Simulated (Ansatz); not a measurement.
# SrCl2: the cost of one run

Computed with Ansatz 0.2.0 (reference: DFT, r2SCAN, plane waves, PAW, unless a step's input says otherwise).

## (1) Starting point

It takes space group Fm-3m (No. 225, cubic). Conventional cell: a = 6.951 Å, b = 6.951 Å, c = 6.951 Å, α = 90.00°, β = 90.00°, γ = 90.00°. Around Sr (site symmetry m-3m) lie 8 Cl at 3.01 Å. Cl (site symmetry -43m) has 4 Sr at 3.01 Å in its first shell of neighbours.

As a file:

```xyz
3
Lattice="2.4567 1.4184 4.0153 -2.4567 1.4184 4.0153 0.0000 -2.8368 4.0153" Properties=species:S:1:pos:R:3 pbc="T T T"
Sr    0.0000    0.0000    0.0000
Cl    0.0000    0.0000    3.0109
Cl    0.0000    0.0000    9.0350
```

## (2) Reference

File input.yaml:

```yaml
crystal:
  lattice:
    - [2.4567214836, 1.4183888098, 4.0153159317]
    - [-2.4567214836, 1.4183888098, 4.0153159317]
    - [0.0, -2.8367776197, 4.0153159316]
  atoms:
    - { symbol: Sr, position: [0.0, 0.0, 0.0] }
    - { symbol: Cl, position: [0.2499511381, 0.2499511381, 0.2499511381] }
    - { symbol: Cl, position: [0.7500488619, 0.7500488619, 0.7500488619] }
kpoints:
  mp_grid: { grid: [4, 4, 4] }
hamiltonian:
  xc: r2scan
scf:
  occupations: { method: fixed }
  n_extra_bands: 4
output:
  forces: true
  stress: true
  eigenvalues: true
```

Run with:

```sh
ansatz run input.yaml --threads 4 --pin off --max-ram 3686MiB --backend cpu --events-out ev --progress --plain --runs-dir out
```

Q: Estimate wall time and peak memory on 4 threads of Arm Neoverse N1, shared host.

About 2.2 s, with a peak of 0.51 GiB.
